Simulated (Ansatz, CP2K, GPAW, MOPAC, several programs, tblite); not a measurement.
**MgH2 (rutile) from semi-empirical methods to plane-wave DFT**

MgH2 (rutile), relaxed with r2SCAN in Ansatz, was computed with several methods. The symmetry is P4_2/mnm (No. 136, tetragonal); conventional cell a = 4.485 Å, c = 2.996 Å, 10.05 Å³ an atom. Mg has 6 H at 1.93–1.94 Å; H has 3 Mg at 1.93–1.94 Å. (Simulation; spin polarisation is off.)

```
Mg H
1.0
     4.48488    0.00000    0.00000
     0.00000    4.48488    0.00000
     0.00000    0.00000    2.99648
Mg H
2 4
Direct
  0.00000 0.00000 0.00000
  0.50000 0.50000 0.50000
  0.30468 0.30468 0.00000
  0.19532 0.80468 0.50000
  0.80468 0.19532 0.50000
  0.69532 0.69532 0.00000
```

Gaps and times are for a single point on this cell; volume and bulk modulus come from each method's own relaxation or energy curve at fixed shape, which is too stiff where a cell has free coordinates or axes. Times are rough, from shared hosts (Arm Neoverse V2), and each method has its own mesh and cell size. A double dagger marks a value from a curve with shape and coordinates held. PM6 (MOPAC): levels, charges or heat of formation failed a check of plausibility, so no values are given. PM6 (MOPAC), PM7 (MOPAC), GFN1-xTB (tblite), GFN2-xTB (tblite) treat a cluster of cells at its zone centre, which samples few k points: where these miss a band edge, the gap comes out too large for that reason alone. Gaps from k meshes are read at a limited set of points (mesh, symmetry points, PBE's band edges), so each method's own least gap may be somewhat smaller. xTB and the PM methods were fitted mostly to molecules, and can miss a solid's gap by electronvolts. Minimal bases can be far off for gaps. PBE/DZVP lies far from plane-wave PBE here, an effect of basis or sampling. GLLB-SC's gap includes the derivative discontinuity. d marks a direct gap, i an indirect one (no mark: not told apart), a dash a value that wasn't computed or didn't pass its checks.

| method | kind | gap (eV) | own volume (Å³/atom) | bulk modulus (GPa) | atoms computed | processor time |
| --- | --- | --- | --- | --- | --- | --- |
| light PBE (260 eV and a coarse mesh) | light plane-wave | 3.72 i | – | – | 6 | 0.58 s |
| PM7 (MOPAC) | semi-empirical | 8.96 | – | – | 72 | 1.2 s |
| PM6 (MOPAC) | semi-empirical | – | – | – | 72 | 1.4 s |
| GFN1-xTB (tblite) | tight binding | 1.47 | – | – | 72 | 2.1 s |
| PBE | semilocal | 3.75 i | 10.24 | 51‡ | 6 | 2.6 s |
| GFN2-xTB (tblite) | tight binding | 3.65 | – | – | 72 | 6.2 s |
| r2SCAN | semilocal | 4.38 i | 10.05 | 54‡ | 6 | 7.1 s |
| PBE/SZV (CP2K) | small basis | 2.13 i | – | – | 6 | 8.1 s |
| GLLB-SC (GPAW) | model potential | 7.24 | – | – | 6 | 11 s |
| PBE/DZVP (CP2K) | small basis | 3.11 i | – | – | 6 | 14 s |

Against r2SCAN (4.38 eV) and with closed or daggered gaps left aside, the nearest gap at the points sampled is that of PBE (-0.63 eV) and the farthest that of PM7 (MOPAC) (+4.58 eV). r2SCAN is only a yardstick of convenience: semilocal gaps usually lie below measured ones, which GLLB-SC and hybrids aim to mend.
